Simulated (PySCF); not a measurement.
# C8H11B: NMR shifts

Aim: predict the NMR shifts of C8H11B (`CB(C)c1ccccc1`).

Computed with PySCF 2.14.0, with density-fitted response routines of our own, on a single molecule in the gas phase. Atoms are numbered from 0 throughout.

## 1. Starting geometry

20 atoms, charge 0, multiplicity 1; geometry from: GFN2-xTB.

Bonds of the start (Å): C0–B1 1.58, B1–C2 1.58, B1–C3 1.57, C3–C4 1.40, C4–C5 1.38, C5–C6 1.38, C6–C7 1.38, C7–C8 1.38, C8–C3 1.40, C0–H9 1.09, C0–H10 1.09, C0–H11 1.09, C2–H12 1.09, C2–H13 1.09, C2–H14 1.09, C4–H15 1.08, C5–H16 1.08, C6–H17 1.08, C7–H18 1.08, C8–H19 1.08.

## 2. NMR shieldings: PBE0/pcSseg-1

The job: settings as JSON, then the geometry in Å.

```
{"job": {"kind": "nmr", "xc": "PBE0", "basis": "pcSseg-1"}, "charge": 0, "multiplicity": 1}
C     -2.274662    -1.205237    -0.157075
B     -1.390601     0.102656    -0.093436
C     -2.077307     1.524979    -0.137867
C      0.166918    -0.011718     0.012597
C      0.813639    -1.253413     0.054217
C      2.188464    -1.358819     0.147508
C      2.970203    -0.216963     0.201894
C      2.362265     1.026670     0.161409
C      0.986691     1.122463     0.068853
H     -2.000414    -1.824006    -1.011104
H     -3.340901    -1.005352    -0.230750
H     -2.121057    -1.825975     0.725247
H     -1.839353     2.104480     0.753776
H     -3.160991     1.481184    -0.215556
H     -1.714621     2.110793    -0.982112
H      0.224505    -2.157566     0.011239
H      2.656021    -2.333178     0.176606
H      4.045621    -0.295538     0.272749
H      2.966075     1.922568     0.200947
H      0.534356     2.102651     0.037821
```

With the program's defaults for keys left out, this is: GIAO PBE0/pcSseg-1 NMR shielding, non-relativistic, gas phase.

Log:

```text
coarse grid: 16600 points
cycle   1  E = -335.7566082691  dE =  1.243e+00  |g| = 5.146e-01  |ddm| = 4.153e+00
cycle   2  E = -335.7525688432  dE =  4.039e-03  |g| = 5.381e-01  |ddm| = 1.143e+00
cycle   3  E = -335.8299835826  dE = -7.741e-02  |g| = 5.792e-02  |ddm| = 5.783e-01
cycle   4  E = -335.8303845743  dE = -4.010e-04  |g| = 4.483e-02  |ddm| = 1.015e-01
cycle   5  E = -335.8309523678  dE = -5.678e-04  |g| = 4.519e-03  |ddm| = 4.698e-02
cycle   6  E = -335.8309565498  dE = -4.182e-06  |g| = 1.920e-03  |ddm| = 5.474e-03
final grid: 159968 points
cycle   7  E = -335.8819604126  dE = -6.568e-05  |g| = 9.635e-03  |ddm| = 6.373e-02
cycle   8  E = -335.8819575550  dE =  2.858e-06  |g| = 1.034e-02  |ddm| = 1.871e-02
cycle   9  E = -335.8819847906  dE = -2.724e-05  |g| = 8.558e-04  |ddm| = 9.221e-03
cycle  10  E = -335.8819849374  dE = -1.468e-07  |g| = 4.180e-04  |ddm| = 1.148e-03
cycle  11  E = -335.8819849850  dE = -4.752e-08  |g| = 9.744e-05  |ddm| = 5.030e-04
cycle  12  E = -335.8819849872  dE = -2.206e-09  |g| = 3.822e-05  |ddm| = 1.230e-04
cycle  13  E = -335.8819849875  dE = -3.618e-10  |g| = 2.869e-06  |ddm| = 3.542e-05
converged SCF energy = -335.8819849875

GIAO shielding tensors (ppm)
atom      isotropic    diamagn.    paramagn.     s11        s22        s33       span
  0 C      174.309     253.680     -79.371    159.631    177.283    186.012     26.381
  1 B       22.011     188.469    -166.458    -46.637     -2.791    115.461    162.098
  2 C      174.345     253.663     -79.318    159.684    177.308    186.043     26.359
  3 C       41.556     256.813    -215.257    -47.364    -24.887    196.918    244.282
  4 C       44.874     254.152    -209.278    -66.151     25.616    175.158    241.309
  5 C       53.973     253.703    -199.730    -58.121     43.234    176.808    234.928
  6 C       47.820     255.240    -207.420    -64.868     30.504    177.823    242.691
  7 C       53.976     253.709    -199.733    -58.127     43.242    176.814    234.941
  8 C       44.870     254.154    -209.284    -66.143     25.614    175.139    241.281
  9 H       30.319      31.538      -1.219     25.589     30.009     35.358      9.769
 10 H       30.395      30.283       0.112     26.004     29.819     35.361      9.357
 11 H       30.322      31.528      -1.205     25.595     30.005     35.366      9.772
 12 H       30.326      31.513      -1.187     25.608     29.992     35.378      9.770
 13 H       30.392      30.277       0.114     26.000     29.817     35.359      9.359
 14 H       30.317      31.537      -1.220     25.581     30.006     35.365      9.784
 15 H       23.446      34.622     -11.176     18.989     21.950     29.398     10.408
 16 H       24.001      30.542      -6.541     20.501     24.267     27.236      6.734
 17 H       23.921      29.377      -5.456     20.782     24.097     26.883      6.100
 18 H       24.001      30.543      -6.541     20.503     24.266     27.235      6.732
 19 H       23.449      34.624     -11.175     18.991     21.956     29.398     10.407
```

Wall time 34 s (1 thread, shared host).

Shifts follow as δ = σ(reference) − σ, with reference shieldings (ppm) from runs at the same level and on the same kind of geometry: ¹H TMS 31.72, ¹³C TMS 186.9, ¹¹B BF3·OEt2 100.1. The references are single molecules in the gas phase. Atoms listed in one row are averaged.

```csv
atoms,environment,σ (ppm),δ (ppm),δ scaled to CDCl3
C3,substituted aromatic carbon,41.6,145.4,140.0
"C4, C8",aromatic CH,44.9,142.1,136.7
C6,aromatic CH,47.8,139.1,133.9
"C5, C7",aromatic CH,54.0,133.0,127.8
"C0, C2",methyl carbon bonded to B,174.3,12.6,10.4
"H15, H19",hydrogen on an aromatic CH,23.45,8.27,7.90
H17,hydrogen on an aromatic CH,23.92,7.80,7.46
"H16, H18",hydrogen on an aromatic CH,24.00,7.72,7.38
"H9, H10, H11, H12, H13, H14",hydrogen on a methyl carbon bonded to B,30.35,1.37,1.40
B1,boron bonded to 3 C,22.0,78.1,–
```

The scaled column applies a straight-line fit of computed shieldings to shifts measured in CDCl3 (root-mean-square error 0.16 ppm for H, 1.9 ppm for C).

The run also stored atomic charges by several schemes (e):

```csv
atoms,Mulliken,IAO,Hirshfeld,ESP fit
"C0, C2",-0.54,-0.58,-0.20,-0.67
B1,0.58,0.31,0.20,0.70
C3,-0.31,-0.14,-0.08,-0.29
"C4, C8",-0.10,-0.12,-0.04,-0.06
"C5, C7",-0.06,-0.16,-0.05,-0.18
C6,-0.08,-0.13,-0.04,-0.07
```

Mayer bond orders: C0–B1 1.04, B1–C2 1.04, B1–C3 0.92, C3–C4 1.41, C4–C5 1.46, C5–C6 1.42, C6–C7 1.42, C7–C8 1.46, C8–C3 1.41.

## 3. Outcome

| quantity | value |
| --- | --- |
| ¹³C shifts against TMS (PBE0/pcSseg-1, means over atoms taken as alike) | 145.4, 142.1, 139.1, 133.0, 12.6 ppm |
| ¹H shifts against TMS (PBE0/pcSseg-1, means over atoms taken as alike) | 8.27, 7.80, 7.72, 1.37 ppm |
| ¹¹B shifts against BF3·OEt2 (PBE0/pcSseg-1) | 78.1 ppm |
